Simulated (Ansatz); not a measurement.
# SiN2H4F (SMILES N[Si](N)F): UHF/def2-SVPD

What is the vertical electron affinity of SiN2H4F at UHF/def2-SVPD? 

The results are computed with Ansatz 0.2.0.

37 further runs of the same task are left out: 37 set aside as unsound or not needed.

**1. The structure to begin with**

SiN2H4F has 8 atoms, charge 0, and is taken as a doublet. As SMILES, `N[Si](N)F`. Geometry: relaxed at PBE0-D4/def2-TZVP. This is one conformer, not always the lowest.

Bond lengths: N1–Si2 1.712 Å, Si2–N3 1.701 Å, Si2–F4 1.611 Å, N1–H5 1.008 Å, N1–H6 1.008 Å, N3–H7 1.005 Å, N3–H8 1.009 Å. Angles: N1–Si2–N3 106.6°, N1–Si2–F4 103.4°, N3–Si2–F4 115.9°, Si2–N1–H5 119.3°, Si2–N1–H6 119.1°, Si2–N3–H7 121.7°, Si2–N3–H8 121.3°, H5–N1–H6 111.5°, H7–N3–H8 112.7°.

**2. A single-point energy at UHF/def2-SVPD**

The input, job.yaml:

```yaml
crystal:
  periodic: [false, false, false]
  atoms:
    - {symbol: N, position_ang: [-0.814900, 1.031500, -0.359900]}
    - {symbol: Si, position_ang: [0.517200, -0.020700, -0.581300]}
    - {symbol: N, position_ang: [0.780300, -0.793300, 0.910700]}
    - {symbol: F, position_ang: [0.045300, -0.971200, -1.794000]}
    - {symbol: H, position_ang: [-1.331700, 1.348900, -1.165000]}
    - {symbol: H, position_ang: [-0.763800, 1.744700, 0.350200]}
    - {symbol: H, position_ang: [1.648600, -1.254800, 1.120500]}
    - {symbol: H, position_ang: [0.011100, -1.142300, 1.463200]}
basis:
  gaussian:
    orbitals: def2-SVPD
magnetization:
  spin_polarized: true
  initial_magnetization: 1
hamiltonian:
  xc: hf
accuracy: high
output: {orbitals: {seedname: orbitals}}
```

The run is started by

```
ansatz run job.yaml --threads 1 --pin off --max-ram 3480MiB --events-out events.jsonl --progress --plain --runs-dir runs
```

The program printed:

```text
Warning: RAYON_NUM_THREADS=1 ignored (pool sized by the plan → 1); use --threads N
Functional definition: HF
  name "HF"
  exchange = exact_x
  correlation = 0
2421 factors; integrals over basis functions are off by at most 3.4e-9 eV
mean field evaluation 1: about -13586.5272 eV, gradient 3.1e1 eV
mean field evaluation 2: about -13586.5342 eV, gradient 3.1e1 eV
mean field evaluation 4: about -13590.6510 eV, gradient 2.5e0 eV
mean field evaluation 8: about -13590.7330 eV, gradient 1.6e-1 eV
mean field -13590.73357793 eV, -499.4502468588 hartree, gradient 2.1e-8 eV, S^2 0.753240; 0 other end points of the search recorded, 0 dependent functions left out
reference -13590.73357793 eV, -499.4502468588 hartree; 21, 20 occupied and 98, 99 virtual orbitals, 2421 factors
Total energy: -13590.73357793 eV, -499.4502468588 hartree
```

Wall time 7.8 s (1 thread of Arm Neoverse V1, shared host); peak memory 0.47 GiB.

**3. The singlet anion**

Edit job.yaml of step 2 so:

```diff
@@ -3,3 +3,3 @@
   atoms:
-    - {symbol: N, position_ang: [-0.814900, 1.031500, -0.359900]}
+    - {symbol: "N", position_ang: [-0.814900, 1.031500, -0.359900]}
     - {symbol: Si, position_ang: [0.517200, -0.020700, -0.581300]}
@@ -14,5 +14,3 @@
     orbitals: def2-SVPD
-magnetization:
-  spin_polarized: true
-  initial_magnetization: 1
+total_charge: -1
 hamiltonian:
```

The run is started by

```
ansatz run job.yaml --threads 1 --pin off --max-ram 3480MiB --events-out events.jsonl --progress --plain --runs-dir runs
```

The program printed:

```text
Warning: RAYON_NUM_THREADS=1 ignored (pool sized by the plan → 1); use --threads N
Functional definition: HF
  name "HF"
  exchange = exact_x
  correlation = 0
2422 factors; integrals over basis functions are off by at most 3.4e-9 eV
mean field evaluation 1: about -13587.9315 eV, gradient 2.6e1 eV
mean field evaluation 2: about -13587.9389 eV, gradient 2.6e1 eV
mean field evaluation 4: about -13589.7075 eV, gradient 3.4e0 eV
mean field evaluation 8: about -13589.7538 eV, gradient 9.8e-4 eV
mean field -13589.75375805 eV, -499.4142391424 hartree, gradient 2.7e-8 eV, S^2 0.000000; 0 other end points of the search recorded, 0 dependent functions left out
reference -13589.75375805 eV, -499.4142391424 hartree; 21, 21 occupied and 98, 98 virtual orbitals, 2422 factors
Total energy: -13589.75375805 eV, -499.4142391424 hartree
```

Run time: 5.7 s. Hardware: 1 thread of Arm Neoverse V1, shared host; peak memory 0.39 GiB.

**4. Summary of results**

At UHF/def2-SVPD:

| quantity | value |
| --- | --- |
| doublet SiN2H4F: total energy | -499.45025 Eh |
| doublet SiN2H4F: HOMO energy (highest over α and β) | -8.96 eV |
| doublet SiN2H4F: LUMO energy (lowest over α and β) | 1.47 eV |
| doublet SiN2H4F: ⟨S²⟩ | 0.753 |
| singlet anion: total energy | -499.41424 Eh |
| singlet anion: HOMO energy | -0.24 eV |
| singlet anion: LUMO energy | 7.00 eV |
| singlet anion: HOMO–LUMO gap (to an unbound level, set by the basis) | 7.24 eV |
| vertical electron affinity (to the singlet anion) | -0.980 eV |

In words: The anion lies 0.98 eV (94.5 kJ/mol) above the neutral: the electron isn't bound at this level, and such a value depends on the basis. Hartree–Fock misses the correlation that binds many anions.
